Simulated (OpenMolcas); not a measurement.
# InF (SMILES [F][In]): CCSD(T)/ANO-RCC-VDZP (DKH2)

What is the vertical singlet–triplet gap of InF at CCSD(T)/ANO-RCC-VDZP (DKH2)? 

The results are computed with OpenMolcas 26.06.

2 further runs of the same task are left out: 2 for a known fault of the program.

**1. The system as given**

The species is InF (2 atoms), meant as a singlet with charge 0. SMILES: `[F][In]`. The coordinates come from a PBE0-D4/def2-TZVP relaxation.

Bond lengths: F1–In2 1.994 Å.

**2. A single-point energy at CCSD(T)/ANO-RCC-VDZP (DKH2)**

Input file job.input:

```
* FIn CCSD(T)

&GATEWAY
 Coord
 2
 bohr
 F      0.00000000     0.00000000     0.03006554
 In     0.00000000     0.00000000     3.79755583
 Basis=ANO-RCC-VDZP
 Group=NoSym

&SEWARD

&SCF
 PrOrbitals=0

&RASSCF
 FileOrb=$Project.ScfOrb
 Spin=1
 Nactel=0 0 0
 Inactive=29
 Ras2=0
 OutOrbitals=Canonical
 OrbListing=Nothing

&MOTRA
 JobIph
 Frozen=19

&CCSDT
 CCT
 Triples=2
 Iterations=50
 Extrapolation=5 4
```

Started as:

```bash
$ export MOLCAS_MEM=1860
$ pymolcas job.input > job.log
```

Output:

```text
--- Start Module: gateway ---
[...]
--- Stop Module: gateway /rc=_RC_ALL_IS_WELL_ ---
[...]
      Basis functions           57
[...]
       Convergence after  10 Iterations
[...]
::    Total SCF energy                              -5976.7031169854
[...]
      Total spin, S                                     0.0000000000
[...]
      Number of active orbitals                  0
[...]
      Spin quantum number                      0.0
[...]
      Active orbitals                            0
[...]
      Number of CSFs                             1
[...]
      Number of root(s) required                 1
[...]
      Convergence after  4 iterations
[...]
      Natural orbitals and occupation numbers for root  1
      ************************************************************************************************************************
      *                                                    Final results                                                     *
      ************************************************************************************************************************
[...]
::    RASSCF root number  1 Total energy:  -5976.70311699
[...]
      Total electronic charge=   58.000000
      Total            charge=   -0.000000
[...]
      Dipole Moment (debye):
      Origin of the operator (angstrom)=    0.0000    0.0000    1.7267
                   X= -1.4411E-11               Y=  1.0746E-11               Z=  3.7013E+00           Total=  3.7013E+00
      Quadrupole Moment (debye*angstrom):
[...]
--- Start Module: motra ---
[...]
      *** WARNING: Default frozen orbitals is overwritten by user input.
      *** Default values:  19
[...]
--- Stop Module: motra /rc=_RC_ALL_IS_WELL_ ---
--- Start Module: ccsdt ---
[...]
      Convergence after                    13  Iterations
      Total energy (diff) :   -5977.26149464      -0.00000001
[...]
 METHOD                       : CCSD+T(CCSD)+<T3(1)WT1> = CCSD(T)
[...]
       CCSD     =     -5977.2614946406329
[...]
--- Stop Module: ccsdt /rc=_RC_ALL_IS_WELL_ ---
[...]
```

It took 8.1 s on 1 thread of Arm Neoverse V1, shared host; peak memory 0.4 GiB.

**3. The triplet**

Input file job.inp:

```
* FIn CCSD(T)
&GATEWAY
COORD
2
bohr
F      0.00000000     0.00000000     0.03006554
In     0.00000000     0.00000000     3.79755583
BASIS=ANO-RCC-VDZP
GROUP=NoSym
&SEWARD
&SCF
UHF
SPIN=3
PRORBITALS=0
&RASSCF
FILEORB=$Project.UnaOrb
SPIN=3
NACTEL=2 0 0
INACTIVE=28
RAS2=2
OUTORBITALS=Canonical
ORBLISTING=Nothing
&MOTRA
JOBIPH
FROZEN=19
&CCSDT
CCT
TRIPLES=3
ITERATIONS=50
EXTRAPOLATION=5 4
```

Started as:

```bash
$ export MOLCAS_MEM=1860
$ pymolcas job.inp > job.log
```

Output:

```text
--- Start Module: gateway ---
[...]
--- Stop Module: gateway /rc=_RC_ALL_IS_WELL_ ---
[...]
      Basis functions           57
[...]
       Convergence after  21 Iterations
[...]
::    Total SCF energy                              -5976.5957436985
[...]
      Total spin, S                                     1.0017793881
[...]
      Number of active orbitals                  2
[...]
      Spin quantum number                      1.0
[...]
      Active orbitals                            2
[...]
      Number of CSFs                             1
[...]
      Number of root(s) required                 1
[...]
      Convergence after  8 iterations
[...]
      printout of CI-coefficients larger than  0.05 for root  1
      energy=   -5976.593915
      conf/sym  11     Coeff  Weight
             1  uu   1.00000 1.00000
      Natural orbitals and occupation numbers for root  1
      sym 1:   1.000000   1.000000
      ************************************************************************************************************************
      *                                                    Final results                                                     *
[...]
::    RASSCF root number  1 Total energy:  -5976.59391532
[...]
      Total electronic charge=   58.000000
      Total            charge=   -0.000000
[...]
      Dipole Moment (debye):
      Origin of the operator (angstrom)=    0.0000    0.0000    1.7267
                   X=  8.9150E-12               Y= -2.5392E-10               Z=  4.5992E+00           Total=  4.5992E+00
      Quadrupole Moment (debye*angstrom):
[...]
--- Start Module: motra ---
[...]
      *** WARNING: Default frozen orbitals is overwritten by user input.
      *** Default values:  19
[...]
--- Stop Module: motra /rc=_RC_ALL_IS_WELL_ ---
--- Start Module: ccsdt ---
[...]
      Convergence after                    17  Iterations
      Total energy (diff) :   -5977.12340659       0.00000005
[...]
 METHOD                       : CCSD+T(CCSD)+<T3(1)WT1>+<T3(1)UT2> = CCSD(T)
[...]
       CCSD     =     -5977.1234065944527
[...]
--- Stop Module: ccsdt /rc=_RC_ALL_IS_WELL_ ---
[...]
```

Wall time 9.6 s (1 thread of Arm Neoverse V1, shared host); peak memory 0.4 GiB.

**4. Results**

Level: CCSD(T)/ANO-RCC-VDZP (DKH2), 19 core orbitals frozen.

| quantity | value |
| --- | --- |
| singlet: total energy | -5977.27058 Eh |
| singlet: dipole moment (mean-field density) | 3.70 D |
| singlet: HOMO energy (Hartree–Fock orbitals) | -9.66 eV |
| singlet: LUMO energy (Hartree–Fock orbitals) | 0.85 eV |
| singlet: HOMO–LUMO gap (Hartree–Fock orbitals) | 10.51 eV |
| singlet: correlation energy (19 core orbitals frozen) | -567.5 mEh |
| singlet: (T) correction | -9.08 mEh |
| triplet: total energy | -5977.13097 Eh |
| triplet: (T) correction | -7.56 mEh |
| vertical energy of the triplet above the singlet | 3.799 eV |

What this shows: At this shape the triplet lies 3.80 eV (367 kJ/mol) above the singlet. The triples (singlet) make up 1.6 % of the correlation energy.
